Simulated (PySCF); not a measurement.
# C2H6ClIn: the cost of one run

The runs use PySCF 2.14.0; levels as typed in each script, gas phase, geometry from GFN2-xTB.

## Step 1: The starting structure

SMILES `C[In](C)Cl`, 10 atoms, charge 0, spin multiplicity 1.

Bond lengths: C1–In2 2.241 Å, C1–H5 1.089 Å, C1–H6 1.087 Å, C1–H7 1.088 Å, In2–C3 2.241 Å, In2–Cl4 2.321 Å, C3–H8 1.088 Å, C3–H9 1.089 Å, C3–H10 1.086 Å. Angles: In2–C1–H5 108.5°, In2–C1–H6 111.0°, In2–C1–H7 107.4°, H5–C1–H6 110.0°, H5–C1–H7 109.4°, H6–C1–H7 110.5°, C1–In2–C3 136.8°, C1–In2–Cl4 111.6°, C3–In2–Cl4 111.6°, In2–C3–H8 107.5°, In2–C3–H9 108.3°, In2–C3–H10 111.2°, H8–C3–H9 109.3°, H8–C3–H10 110.4°, H9–C3–H10 110.1°.

Geometry (Å):

| atom | x (Å) | y (Å) | z (Å) |
| --- | --- | --- | --- |
| C1 | 1.11279 | 2.08248 | -0.00054 |
| In2 | 0.28482 | -0.00034 | -0.00037 |
| C3 | 1.10569 | -2.08607 | -0.00002 |
| Cl4 | -2.03572 | 0.00312 | 0.00024 |
| H5 | 1.06307 | 2.47308 | 1.01426 |
| H6 | 2.14072 | 2.09372 | -0.35252 |
| H7 | 0.48130 | 2.68420 | -0.65119 |
| H8 | 0.56659 | -2.64978 | -0.75902 |
| H9 | 0.91720 | -2.52648 | 0.97741 |
| H10 | 2.17122 | -2.08947 | -0.21165 |

## Step 2: Density, bond paths and surface potential (PBE0/def2-tzvp)

Contents of input.py:

```python
import numpy as np
from pyscf import gto, scf, dft
from pyscf.scf import atom_ks, atom_hf
from scipy.linalg import block_diag

def solve(mol, dm0=None, hcore=None):
    mf = (dft.UKS if mol.spin else dft.RKS)(mol, xc='pbe0')
    mf.grids.level = 3
    mf = mf.density_fit(auxbasis='def2-universal-jkfit')
    mf.conv_tol, mf.max_cycle = 1e-8, 80
    if hcore is not None:
        mf.get_hcore = lambda *args: hcore
    mf.kernel(dm0)
    if not mf.converged:
        mf = mf.newton().run(mf.mo_coeff, mf.mo_occ, max_cycle=30)
    assert mf.converged, 'SCF not converged'
    return mf

mol = gto.M(atom='''
C      1.11279     2.08248    -0.00054
In     0.28482    -0.00034    -0.00037
C      1.10569    -2.08607    -0.00002
Cl    -2.03572     0.00312     0.00024
H      1.06307     2.47308     1.01426
H      2.14072     2.09372    -0.35252
H      0.48130     2.68420    -0.65119
H      0.56659    -2.64978    -0.75902
H      0.91720    -2.52648     0.97741
H      2.17122    -2.08947    -0.21165
''', basis='def2-tzvp', ecp={'In': 'def2-tzvp'}, charge=0, spin=0, verbose=4)
mf = solve(mol)
mf.analyze()
# spherically averaged free atoms, for the promolecule
atom_ks.AtomSphAverageRKS.init_guess_by_vsap = lambda self, mol=None: self.init_guess_by_minao(mol)  # core potentials
atm = atom_ks.get_atm_nrks(mol, xc='pbe0')
pro = block_diag(*[(atm[a[0]][2] * atm[a[0]][3]) @ atm[a[0]][2].T for a in mol._atom])
np.savez('result.npz', e=mf.e_tot, c=mf.mo_coeff, occ=mf.mo_occ, eps=mf.mo_energy, pro=pro, dip=mf.dip_moment(verbose=0), s2=mf.spin_square()[0])
```

Launch:

```
$ OMP_NUM_THREADS=1 python input.py
```

Q: Estimate wall time and peak memory on 1 thread of Arm Neoverse V2, shared host.

About 29 s, with a peak of 0.71 GiB.
